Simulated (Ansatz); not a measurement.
# MnCuSe2 (R-3m) in Ansatz: settings compared

The runs below take MnCuSe2 through single point, with PBEsol+U, LDA+U.

Program: Ansatz 0.2.0. These are calculated values, not measurements. Logs are shortened: lines on timing, memory, paths and dates and some standing lists are left out, and cuts for length are marked.

### 1 The structure

Symmetry: R-3m, No. 166, trigonal system. The conventional cell has a = 3.792 Å, b = 3.792 Å, c = 20.652 Å, α = 90.00°, β = 90.00°, γ = 120.00°. Cu (site symmetry -3m) has 6 Se at 3.01 Å as nearest neighbours. Mn (site symmetry -3m) has 6 Se at 2.59 Å as nearest neighbours. Se (site symmetry 3m) is surrounded by 3 Mn at 2.59 Å.

The cell comes from a database or a generator and needn't be the stable form of this composition.

### 2 Single point, PBEsol+U, collinear spin, ferrimagnetic start

File input.yaml:

```yaml
crystal:
  lattice:
    - [1.89619309, 1.09476759, 6.8839045]
    - [-1.89619309, 1.09476759, 6.8839045]
    - [0.0, -2.18953518, 6.8839045]
  atoms:
    - { symbol: Cu, position: [0.5, 0.5, 0.5], spin: 0.6 }
    - { symbol: Mn, position: [0.0, 0.0, 0.0], spin: -2.0 }
    - { symbol: Se, position: [0.2667, 0.2667, 0.2667] }
    - { symbol: Se, position: [0.7333, 0.7333, 0.7333] }
hamiltonian:
  xc: pbesol
  pseudopotentials: { kind: paw }
  hubbard:
    sites:
      - { species: Cu, l: d, u_eff: 6.0 }
      - { species: Mn, l: d, u_eff: 6.0 }
magnetization:
  spin_polarized: true
kpoints:
  mp_grid: { grid: [6, 6, 6] }
scf:
  occupations: { method: gaussian, width: 0.05 }
output:
  forces: true
  stress: true
  eigenvalues: true
```

Potentials or basis: Ansatz PAW.

On the command line:

```sh
> ansatz run input.yaml --threads 2 --pin off --max-ram 5632MiB --backend cpu --events-out ev --progress --plain --runs-dir out
```

What it wrote:

```text
Warning: RAYON_NUM_THREADS=2 ignored (pool sized by the plan → 2); use --threads N
basis.fft_grid_basis auto: the FFT boxes are laid along the combinations [[1, 0, -1], [0, 1, -1], [0, 0, 1]] of the cell's own vectors, 3.792, 3.792 and 7.224 Å long. The dense box has 27×27×50 points. Along the cell's own vectors, as sized, it would have 50×50×50, 3.43 times as many. Of the 12 symmetry operations that the crystal satisfies within crystal.symmetry.tolerance (time reversal apart; of a slab, those that keep its plane) the dense box along the cell's own vectors carries 12, and the one as laid loses 8 of those. basis.fft_grid_basis: typed keeps the cell's own vectors: state it where this run's energies or levels are differenced outside the engine with another run's, or held beside a run that keeps those vectors.
Cu: projections on atomic orbitals take those of the free atom [Ne] 3s2 3p6 3d10 4s1, of charge +0.00 (hamiltonian.pseudopotentials.projection_atoms); the dataset's partial waves leave at most 2.0e-6 of an orbital's norm unspanned inside its sphere
Mn: projections on atomic orbitals take those of the free atom [Ne] 3s2 3p6 3d5 4s2, of charge +0.00 (hamiltonian.pseudopotentials.projection_atoms); the dataset's partial waves leave at most 9.0e-7 of an orbital's norm unspanned inside its sphere
Se: projections on atomic orbitals take those of the free atom [Ar] 3d10 4s2 4p4, of charge +0.00 (hamiltonian.pseudopotentials.projection_atoms); the dataset's partial waves leave at most 2.3e-6 of an orbital's norm unspanned inside its sphere
Engine: ansatz 0.2.0, x86_64-unknown-linux-gnu
Pseudopotentials: kind: paw
Pseudopotential: Cu, paw, valence charge 19, recommended cutoff 420 eV (normal), Cu.paw.azcp
Pseudopotential: Mn, paw, valence charge 15, recommended cutoff 420 eV (normal), Mn.paw.azcp
Pseudopotential: Se, paw, valence charge 16, recommended cutoff 420 eV (normal), Se.paw.azcp
Functional definition: PBEsol
  exchange = pbesol_x
  correlation = pbesol_c
Crystal: 4 atoms, lattice volume = 85.741 Å³
Basis set: ecut = 420 eV, 1679 PW (Γ), FFT grids on a1−a3, a2−a3, a3, exchange–correlation on 54×54×100 points (8 copies of the dense FFT grid, shifted against one another)
Bands: 42, of which v1, the nominal top of the filled ones, is band 33 counted from 1 (32 counted from 0)
Symmetry: 12 space group operations
Space group: R-3m (ITA 166), of the structure as read, at distance tolerance 4.4e-5 Å
Magnetic group: BNS 166.97 (UNI 1327), of the structure as read, at distance tolerance 4.4e-5 Å
k-points: 32 of 216
Non-local potential: Cu, projectors of the file, l = 0: 3, l = 1: 2, l = 2: 3, l = 3: 1
Non-local potential: Mn, projectors of the file, l = 0: 3, l = 1: 2, l = 2: 3, l = 3: 1
Non-local potential: Se, projectors of the file, l = 0: 2, l = 1: 2, l = 2: 3, l = 3: 1
PAW form: soft (Blöchl's): semilocal exchange-correlation on the pseudo side does not see the compensation charge
PAW frozen core: Cu, regenerated for the run's functional, and the local potential with it (the file was generated under x = pbe(κ = 0.804, μ = 0.2195149727645171), c = pbe(β = 0.06672455060314922))
PAW frozen core: Mn, regenerated for the run's functional, and the local potential with it (the file was generated under x = pbe(κ = 0.804, μ = 0.2195149727645171), c = pbe(β = 0.06672455060314922))
PAW frozen core: Se, regenerated for the run's functional, and the local potential with it (the file was generated under x = pbe(κ = 0.804, μ = 0.2195149727645171), c = pbe(β = 0.06672455060314922))
PAW one-centre angular grid: Cu, 590 points (default); XC on 64 Gauss nodes
PAW one-centre angular grid: Mn, 590 points (default); XC on 64 Gauss nodes
PAW one-centre angular grid: Se, 590 points (default); XC on 64 Gauss nodes
Initial density: superposition of atomic densities (chi_scale 0.1, normalization cell, long waves kept (reshape's long-wave potential 0.14 eV rms))
Starting moments: Σ|m| = 2.6 μB on 2 of 4 sites
Initial wavefunctions: pseudopotential atomic-orbital guess
Functional: x = pbesol(κ = 0.804, μ = 0.12345679012345678), c = pbesol(β = 0.046)
SCF iter   1: F=—  HF=-21313.272178 eV  |F-HF|=—  |Δ(HF+E_count)|=         —  Δρ=2.62e-1 (↑2.62e-1 ↓1.47e-1)  dr2=2.05e2  dr2_m=2.75e0  M=0.079 μB ∫|m|=0.917 μB  β_m=0.30  ethr=3.10e-3  ⟨swp⟩=5.9  Hψ=9571  notcnv=0  defer=3
preconditioner: auto → Kerker (q_TF=auto, 2.612 Å⁻¹)  [metal: Δε(μ)=0.010 eV  Ē_g=8.987 eV  σ=0.050 eV  W_gap=0.12  n_scr=28 (ndim 8)  ℏωp=22.0 eV  f_vac=0.030  D(μ)=3.74/eV (n_scr^D=30)]
spin=Collinear: Kerker preconditioning applied to the charge; magnetization (m = ρ↑ − ρ↓) channel mixes plain (no charge-response kernel on spin).
SCF iter   2: F=—  HF=-21302.977202 eV  |F-HF|=—  |Δ(HF+E_count)|=    1.03e1  Δρ=1.45e-1 (↑1.45e-1 ↓7.17e-2)  dr2=1.99e1  dr2_m=3.56e0  M=-3.615 μB ∫|m|=3.767 μB  β_m=0.30  ethr=3.10e-3  ⟨swp⟩=4.0  Hψ=6565  notcnv=0  defer=215
SCF iter   3: F=—  HF=-21301.191093 eV  |F-HF|=—  |Δ(HF+E_count)|=    1.79e0  Δρ=1.04e-1 (↑1.04e-1 ↓5.22e-2)  dr2=3.06e0  dr2_m=4.29e0  M=-4.000 μB ∫|m|=4.269 μB  β_m=0.30  ethr=3.10e-3  ⟨swp⟩=3.6  Hψ=6009  notcnv=0  defer=182
SCF iter   4: F=—  HF=-21302.211234 eV  |F-HF|=—  |Δ(HF+E_count)|=    1.02e0  Δρ=8.87e-2 (↑4.45e-2 ↓8.87e-2)  dr2=3.44e0  dr2_m=3.32e0  M=-4.053 μB ∫|m|=4.266 μB  β_m=0.30  ethr=3.10e-3  ⟨swp⟩=3.8  Hψ=6149  notcnv=0  defer=213
SCF iter   5: F=—  HF=-21302.428807 eV  |F-HF|=—  |Δ(HF+E_count)|=   2.18e-1  Δρ=5.73e-2 (↑4.88e-2 ↓5.73e-2)  dr2=1.69e-1  dr2_m=2.21e0  M=-4.025 μB ∫|m|=4.644 μB  β_m=0.30  ethr=3.10e-3  ⟨swp⟩=2.7  Hψ=3462  notcnv=0  defer=215
SCF iter   6: F=—  HF=-21302.863352 eV  |F-HF|=—  |Δ(HF+E_count)|=   4.35e-1  Δρ=4.21e-2 (↑4.21e-2 ↓3.78e-2)  dr2=7.14e-2  dr2_m=1.25e0  M=-4.016 μB ∫|m|=4.833 μB  β_m=0.30  ethr=2.56e-4  ⟨swp⟩=2.8  Hψ=4593  notcnv=0  defer=196
SCF iter   7: F=—  HF=-21303.142480 eV  |F-HF|=—  |Δ(HF+E_count)|=   2.79e-1  Δρ=3.38e-2 (↑3.38e-2 ↓2.64e-2)  dr2=6.90e-2  dr2_m=7.09e-1  M=-4.023 μB ∫|m|=4.949 μB  β_m=0.30  ethr=1.08e-4  ⟨swp⟩=2.5  Hψ=4559  notcnv=0  defer=195
SCF iter   8: F=—  HF=-21303.295847 eV  |F-HF|=—  |Δ(HF+E_count)|=   1.53e-1  Δρ=2.41e-2 (↑2.41e-2 ↓2.40e-2)  dr2=2.15e-3  dr2_m=4.53e-1  M=-4.049 μB ∫|m|=5.024 μB  β_m=0.30  ethr=1.05e-4  ⟨swp⟩=2.0  Hψ=3675  notcnv=0  defer=195
Mixer restart at iter 8: flushing history
spin-set hold released at iteration 8 (site moments contracting): the magnetisation degrees of freedom join the quasi-Newton model from the next iteration; the mixer history was flushed
SCF iter   9: F=—  HF=-21303.394862 eV  |F-HF|=—  |Δ(HF+E_count)|=   9.90e-2  Δρ=1.87e-2 (↑1.84e-2 ↓1.87e-2)  dr2=2.80e-3  dr2_m=2.69e-1  M=-4.049 μB ∫|m|=5.096 μB  β_m=0.65  ethr=3.26e-6  ⟨swp⟩=2.4  Hψ=4345  notcnv=0  defer=195
SCF iter  10: F=—  HF=-21303.544269 eV  |F-HF|=—  |Δ(HF+E_count)|=   1.49e-1  Δρ=1.81e-3 (↑1.36e-3 ↓1.81e-3)  dr2=1.02e-2  dr2_m=9.70e-4  M=-4.033 μB ∫|m|=5.336 μB  β_m=0.73  ethr=3.26e-6  ⟨swp⟩=3.1  Hψ=5396  notcnv=0  defer=193
SCF iter  11: F=—  HF=-21303.543744 eV  |F-HF|=—  |Δ(HF+E_count)|=   5.25e-4  Δρ=1.06e-3 (↑7.83e-4 ↓1.06e-3)  dr2=2.47e-3  dr2_m=2.95e-4  M=-4.033 μB ∫|m|=5.341 μB  β_m=0.75  ethr=3.26e-6  ⟨swp⟩=2.3  Hψ=5363  notcnv=0  defer=189
SCF iter  12: F=—  HF=-21303.543517 eV  |F-HF|=—  |Δ(HF+E_count)|=   2.28e-4  Δρ=7.72e-4 (↑5.83e-4 ↓7.72e-4)  dr2=1.03e-3  dr2_m=3.53e-5  M=-4.029 μB ∫|m|=5.351 μB  β_m=0.63  ethr=3.26e-6  ⟨swp⟩=2.0  Hψ=4842  notcnv=0  defer=188
SCF iter  13: F=—  HF=-21303.543232 eV  |F-HF|=—  |Δ(HF+E_count)|=   2.85e-4  Δρ=2.08e-4 (↑2.08e-4 ↓2.08e-4)  dr2=3.36e-4  dr2_m=1.01e-6  M=-4.028 μB ∫|m|=5.354 μB  β_m=0.60  ethr=1.56e-6  ⟨swp⟩=2.0  Hψ=4657  notcnv=0  defer=188
SCF iter  14: F=—  HF=-21303.543186 eV  |F-HF|=—  |Δ(HF+E_count)|=   4.56e-5  Δρ=1.12e-4 (↑1.12e-4 ↓9.82e-5)  dr2=7.19e-5  dr2_m=3.91e-7  M=-4.028 μB ∫|m|=5.354 μB  β_m=0.80  ethr=5.08e-7  ⟨swp⟩=2.0  Hψ=2903  notcnv=0  defer=187
SCF iter  15: F=—  HF=-21303.543183 eV  |F-HF|=—  |Δ(HF+E_count)|=   3.16e-6  Δρ=3.30e-5 (↑3.18e-5 ↓3.30e-5)  dr2=9.29e-6  dr2_m=2.71e-8  M=-4.028 μB ∫|m|=5.353 μB  β_m=0.70  ethr=1.09e-7  ⟨swp⟩=2.2  Hψ=3436  notcnv=0  defer=187
SCF iter  16: F=—  HF=-21303.543180 eV  |F-HF|=—  |Δ(HF+E_count)|=   2.47e-6  Δρ=1.83e-5 (↑1.58e-5 ↓1.83e-5)  dr2=1.98e-6  dr2_m=8.38e-9  M=-4.028 μB ∫|m|=5.353 μB  β_m=0.85  ethr=1.41e-8  ⟨swp⟩=2.0  Hψ=4169  notcnv=0  defer=187
SCF iter  17: F=—  HF=-21303.543180 eV  |F-HF|=—  |Δ(HF+E_count)|=   4.88e-8  Δρ=5.48e-6 (↑5.48e-6 ↓4.59e-6)  dr2=1.80e-7  dr2_m=6.57e-9  M=-4.027 μB ∫|m|=5.353 μB  β_m=0.92  ethr=3.00e-9  ⟨swp⟩=2.0  Hψ=3128  notcnv=0  defer=187
SCF iter  18: F=-21303.543180 eV  HF=-21303.543180 eV  |F-HF|=5.31e-9  |Δ(HF+E_count)|=   1.72e-8  Δρ=2.52e-6 (↑2.52e-6 ↓2.42e-6)  dr2=3.55e-8  dr2_m=3.09e-10  M=-4.027 μB ∫|m|=5.353 μB  ethr=1.52e-10  ⟨swp⟩=9.7  Hψ=10751  notcnv=0
SCF 1 converged in 18 iterations: F = -21303.543180 eV  dr2 = 3.55e-8
SCF converged after 18 iterations
Magnetization: -4.0275 μB (30.9863 up, 35.0137 down)
Absolute magnetization: 5.3250 μB (∫|ρ↑−ρ↓|, with the PAW one-centre terms)
Spin contamination: 0.6133 ħ² per cell (⟨S²⟩ above its minimum at these occupations)
Per-site moments (μB) at R_I (Å): [(-0.005900491413305849, 1.241744275005959), (-4.3151479305068525, 1.066748839190457), (0.23535790687119987, 1.0667488391904574), (0.23535790687119987, 1.066748839190457)]
Free energy (F): -21303.543180 eV
Harris-Foulkes:  -21303.543180 eV  (|F-HF|=5.31e-9)
Internal energy: -21303.541220 eV  (E = F + TS)
E sigma→0 (E₀):  -21303.542200 eV
Entropy (-TS):   -0.001961 eV (-0.490 meV/atom)
Fermi energy:    8.458762 eV
--- Per-component energies (eV) ---
  E_band       = -1587.341194
  E_kinetic    = 833.537578
  E_local      = -12104.362085  (includes V_loc(G=0)·N_el)
  E_nonlocal   = -517.979432
  E_hartree    = 5523.810208
  E_xc         = -400.709118
  E_vxc        = -446.203541  (∫ρ·V_xc dr)
  E_hubbard    = 1.395568  (on-site DFT+U / exact-exchange correction)
  E_vhub       = -42.825178  (the Hubbard potential's part of the band-sum identity)
  E_paw        = -6658.289267  (= ΣΔE_a)
  E_vpaw       = -357.125908  (= ΣTr[D̂ρ^β])
  E_aug_tail   = -0.001009  (compensation charges beyond the density's cutoff)
  E_ewald      = -7983.336416
  E_core_change = 2.392753  (= ΣΔE_core)
  E_smearing   = -0.001961  (= −TS)
  E_closure    = -0.000000  (closes the sum)
  Σ components = -21303.543180   (vs F -21303.543180, Δ=0.00e0)
--- Forces (eV/Å), atoms counted from 1 ---
  atom   1  Cu    -0.00000000     0.00000000    -0.00000000
  atom   2  Mn    -0.00000000    -0.00000000     0.00000000
  atom   3  Se    -0.00000000    -0.00000000    -1.67452330
  atom   4  Se     0.00000000     0.00000000     1.67452330
  max |Σ_I F_I| component: 4.21e-30 eV/Å
--- Stress (GPa, compression-positive) ---
       -1.627918       0.000000      -0.000000
        0.000000      -1.627918       0.000000
        0.000000       0.000000      -4.921975
  P = ⅓ Tr σ = -2.7259 GPa (-27.259 kbar)
--- Band table (eV; the first three rows and the last of 64) ---
  k-point 0 ↑: bands = ["-101.1754", "-68.3400", "-58.7629", "-58.7590", "-58.7590", "-38.5645", "-38.5641", "-38.5635", "-38.5635", "-38.5621", "-38.5621", "-38.5475", "-38.5475", "-38.5466", "-38.5466", "-37.2755", "-37.2755", "-37.2646", "-4.9915", "-3.7909", "3.5659", "5.0132", "5.0132", "5.1131", "5.2049", "5.2049", "7.1656", "7.1656", "7.6973", "8.3349", "8.3349", "9.9565", "12.1569", "12.1569", "12.4279", "13.2023", "13.2023", "13.2079", "15.7563", "15.7563", "16.4622", "17.9690"]
  k-point 1 ↑: bands = ["-101.1754", "-68.3400", "-58.7629", "-58.7591", "-58.7590", "-38.5644", "-38.5641", "-38.5639", "-38.5635", "-38.5620", "-38.5618", "-38.5473", "-38.5472", "-38.5467", "-38.5464", "-37.2778", "-37.2759", "-37.2639", "-4.7736", "-3.7055", "3.8858", "4.9753", "5.0362", "5.1274", "5.1335", "5.2038", "6.0445", "6.8688", "7.0836", "7.9986", "8.1589", "10.6153", "12.0582", "12.4939", "12.5581", "12.8869", "12.9226", "14.1911", "15.5853", "16.6314", "16.6598", "16.8730"]
  k-point 2 ↑: bands = ["-101.1754", "-68.3398", "-58.7629", "-58.7593", "-58.7591", "-38.5646", "-38.5644", "-38.5639", "-38.5631", "-38.5620", "-38.5615", "-38.5471", "-38.5468", "-38.5467", "-38.5461", "-37.2825", "-37.2768", "-37.2626", "-4.2431", "-3.5576", "4.2148", "4.5003", "4.8945", "5.0004", "5.1335", "5.2916", "5.3427", "5.8519", "6.9652", "7.4179", "7.6880", "10.9043", "11.8415", "12.5514", "12.8397", "13.0018", "13.3656", "13.6819", "14.2505", "15.4442", "17.3163", "17.3201"]
  k-point 31 ↓: bands = ["-101.1189", "-73.0737", "-58.7088", "-58.7088", "-58.7036", "-41.9293", "-41.9287", "-41.9287", "-38.5236", "-38.5233", "-38.5217", "-38.5217", "-38.5200", "-38.5200", "-38.5037", "-38.5037", "-38.5029", "-38.5029", "-4.7956", "-3.6935", "2.0096", "2.1060", "2.1060", "2.6212", "2.6212", "4.8367", "5.1143", "5.1143", "5.2774", "5.2774", "5.5039", "5.8199", "8.6628", "8.6628", "9.3227", "9.3227", "12.3666", "12.8749", "13.4031", "15.9125", "15.9125", "17.4480"]
Occupation matrices written to <dir>
```

Wall time 21 s (2 threads of Intel Xeon at 2.70GHz, shared host); peak memory 0.64 GiB.

What came out:

- Free energy: -21303.5432 eV
- Pressure: -2.7 GPa
- Largest force: 1.675 eV/Å
- Band gap on the k mesh: none (metal or under the smearing width)
- Net moment: -4.03 μB per cell
- Absolute moment: 5.32 μB per cell
- Site moments: Cu -0.01; Mn -4.32; Se +0.24 μB

Forces on the atoms (eV/Å):
```
Cu   0.000  0.000  0.000
Mn   0.000  0.000  0.000
Se   0.000  0.000 -1.675
Se   0.000  0.000  1.675
```

Levels at points of the mesh, in eV from the Fermi level:
Spin up:
```csv
k point,band 28,band 29,band 30,band 31,band 32,band 33,band 34,band 35
"(0.00, 0.00, 0.00)",-1.29,-0.76,-0.12,-0.12,1.50,3.70,3.70,3.97
"(0.00, 0.00, -0.50)",-2.10,-1.70,-1.45,-1.39,2.95,3.18,3.72,4.01
"(0.00, -0.50, -0.50)",-1.91,-1.84,-1.02,-0.78,1.54,3.23,3.65,4.14
"(-0.50, -0.50, -0.50)",-1.44,-1.44,0.02,0.02,3.67,3.67,3.83,3.85
```
Spin down:
```csv
k point,band 32,band 33,band 34,band 35,band 36,band 37,band 38,band 39
"(0.00, 0.00, 0.00)",-0.55,0.07,0.07,1.02,1.02,1.38,4.41,6.81
"(0.00, 0.00, -0.50)",-2.64,-1.63,-1.40,-0.67,0.49,2.79,3.64,5.76
"(0.00, -0.50, -0.50)",-2.92,-1.81,-1.79,0.72,0.97,1.25,3.50,5.73
"(-0.50, -0.50, -0.50)",-2.64,0.20,0.20,0.86,0.86,3.91,4.42,4.94
```

Eigenvalues of the final occupation matrices:
| site | spin | trace | eigenvalues |
| --- | --- | --- | --- |
| site 1 | 1 | 4.99 | 1.00 1.00 1.00 1.00 1.00 |
| site 1 | 2 | 4.96 | 0.98 0.98 1.00 1.00 1.00 |
| site 2 | 1 | 0.36 | 0.02 0.03 0.03 0.14 0.14 |
| site 2 | 2 | 4.90 | 0.96 0.96 1.00 1.00 1.00 |

Caveat: the magnetic or orbital state may not be the lowest; the PAW data sets come from PBE, with cores solved anew for the run's functional, which leaves a small shift of forces and pressure; forces of over 1 eV/Å show positions far from the minimum, so gaps and moduli don't describe the material at rest. The state reached can hang on the start; a lower one may exist.

### 3 Single point, LDA+U, collinear spin, ferromagnetic start

File input.yaml:

```yaml
crystal:
  lattice:
    - [1.89619309, 1.09476759, 6.8839045]
    - [-1.89619309, 1.09476759, 6.8839045]
    - [0.0, -2.18953518, 6.8839045]
  atoms:
    - { symbol: Cu, position: [0.5, 0.5, 0.5], spin: 0.5217391304 }
    - { symbol: Mn, position: [0.0, 0.0, 0.0], spin: 3.4782608696 }
    - { symbol: Se, position: [0.2667, 0.2667, 0.2667] }
    - { symbol: Se, position: [0.7333, 0.7333, 0.7333] }
hamiltonian:
  xc: lda
  pseudopotentials: { kind: paw }
  hubbard:
    sites:
      - { species: Cu, l: d, u_eff: 8.0 }
      - { species: Mn, l: d, u_eff: 8.0 }
magnetization:
  spin_polarized: true
  initial_magnetization: 4.0
  spin_locking: { lock_magnetization: hard }
kpoints:
  mp_grid: { grid: [6, 6, 6] }
scf:
  occupations: { method: gaussian, width: 0.05 }
output:
  forces: true
  stress: true
  eigenvalues: true
```

Potentials or basis: Ansatz PAW.

On the command line:

```sh
> ansatz run input.yaml --threads 2 --pin off --max-ram 5632MiB --backend cpu --events-out ev --progress --plain --runs-dir out
```

It took 12 s on 2 threads of Intel Xeon at 2.70GHz, shared host; peak memory 0.62 GiB.

It converged, with:

```
Free energy     : -21159.9815 eV
Pressure        : -3.5 GPa
Largest force   : 1.721 eV/Å
Net moment      : 4.00 μB per cell
Absolute moment : 5.41 μB per cell
Site moments    : Cu +0.01; Mn +4.38; Se -0.26 μB
```

Forces in eV/Å, atoms in the order of the input:
```
Cu   0.000  0.000  0.000
Mn   0.000  0.000  0.000
Se   0.000  0.000 -1.721
Se   0.000  0.000  1.721
```

Stress tensor (GPa, compression positive):
```
-2.20  0.00  0.00
 0.00 -2.20  0.00
 0.00  0.00 -6.15
```

Eigenvalues of the final occupation matrices:
| site | spin | trace | eigenvalues |
| --- | --- | --- | --- |
| site 1 | 1 | 4.97 | 0.99 0.99 1.00 1.00 1.00 |
| site 1 | 2 | 4.99 | 1.00 1.00 1.00 1.00 1.00 |
| site 2 | 1 | 4.92 | 0.97 0.97 1.00 1.00 1.00 |
| site 2 | 2 | 0.30 | 0.02 0.02 0.02 0.12 0.12 |

Caveat: the magnetic or orbital state may not be the lowest; the total moment is fixed, so each spin has its own Fermi level; only a ferromagnetic start was run, and an antiferromagnetic order may lie lower in energy; the PAW data sets come from PBE, with cores solved anew for the run's functional, which leaves a small shift of forces and pressure; forces of over 1 eV/Å show positions far from the minimum, so gaps and moduli don't describe the material at rest; the thresholds are loose for stress.
